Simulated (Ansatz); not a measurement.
**BGeH2 (quartet): from Hartree-Fock to the top rungs, cc-pVTZ**

One table from this session's results is given with a row withheld; the runs are named, their logs left out.

Program: Ansatz 0.2.0, Gaussian basis. Level of theory: cc-pVTZ, core rule «outside noble gas», up to 15 orbitals frozen. These are calculated values, not measurements.

The runs, in order: UHF; CCSD(T) on ROHF; CCSD(T) on UHF; BCCD(T) on ROHF; CCSDT(Q) on ROHF; CCSDT(Q) on UHF; CASSCF and MRCISD+Q, 9 electrons in 10 orbitals; CASSCF and NEVPT2, 9 electrons in 10 orbitals.

4 further runs of the same task are left out: 2 for a known fault of the program, 2 set aside as unsound or not needed.

### The system

The geometry is a PBE0/def2-TZVP stationary point (not a proven minimum). No spin-orbit coupling is included. The filled d shell of Ge may be among the frozen orbitals whatever the setting's name suggests; the logs give the count.

4 atoms, charge 0, spin multiplicity 4.

Atoms are counted from 1 here; the program's logs count them from 0.

Bond lengths: Ge1–B2 1.931 Å, Ge1–H3 1.542 Å, Ge1–H4 1.542 Å. Angles: B2–Ge1–H3 125.2°, B2–Ge1–H4 125.2°, H3–Ge1–H4 109.6°.

Set-up of the first run:

Input file in.yaml:

```yaml
crystal:
  periodic: [false, false, false]
  atoms:
    - {symbol: Ge, position_ang: [0.000000, 0.000000, 0.223242]}
    - {symbol: B, position_ang: [0.000000, 0.000000, -1.707389]}
    - {symbol: H, position_ang: [0.000000, 1.259295, 1.112326]}
    - {symbol: H, position_ang: [0.000000, -1.259295, 1.112326]}
basis:
  gaussian: {orbitals: cc-pVTZ}
magnetization: {spin_polarized: true, initial_magnetization: 3}
hamiltonian: {xc: hf}
output: {orbitals: {seedname: orbitals}}
```

On the command line:

```
ansatz run in.yaml --threads 1 --pin off --events-out ev --progress --plain --max-ram 2816MiB --backend cpu
```

Steps of the session up to this table: UHF; CCSD(T) on ROHF; CCSD(T) on UHF; BCCD(T) on ROHF; CCSDT(Q) on ROHF; CCSDT(Q) on UHF; CASSCF and MRCISD+Q, 9 electrons in 10 orbitals; CASSCF and NEVPT2, 9 electrons in 10 orbitals.

One of the session's tables, all rows but one given; the rest of the session is left out.

```
          method  from UCCSDT(Q) (kJ/mol)
            ROHF                   +499.4
             UHF                   +493.6
            RMP2                   +102.0
            UMP2                   +103.5
           RCCSD                        ?
           UCCSD                    +22.8
        RCCSD(T)                     +4.7
        UCCSD(T)                     +4.4
         BCCD(T)                     +4.6
          RCCSDT                     +1.2
          UCCSDT                     +0.9
       RCCSDT(Q)                     +0.4
       UCCSDT(Q)                        0
  CASSCF valence                   +341.9
  NEVPT2 valence                    +84.5
  MRCISD valence                    +24.8
MRCISD+Q valence                     +4.3
```

**Question.** Estimate the row for RCCSD.

The run gave: from UCCSDT(Q) (kJ/mol): +23.3. In the column «from UCCSDT(Q) (kJ/mol)» it lies between UCCSD (+22.8) and MRCISD valence (+24.8).

Among the levels timed on like hardware and quicker than the yardstick, those that no quicker one beats, quickest first: RCCSD(T) (3.5 s, +4.7 kJ/mol); BCCD(T) (3.7 s, +4.6 kJ/mol); UCCSD(T) (3.8 s, +4.4 kJ/mol); MRCISD+Q valence (6.5 s, +4.3 kJ/mol).

With the free atoms at the same levels and basis (separate runs), the atomisation energy is 7.176 eV at UCCSDT(Q), 7.164 eV at RCCSD(T), 7.156 eV at UCCSD(T), 5.853 eV at ROHF.

To keep in mind: Of the multireference levels listed MRCISD+Q valence comes nearest in total energy (+4.3 kJ/mol), which doesn't show that its space is the better one. Restricted and unrestricted rows rest on different reference determinants; where their highest levels disagree by more than a few hundredths of an eV, they describe different states and don't form one ladder.
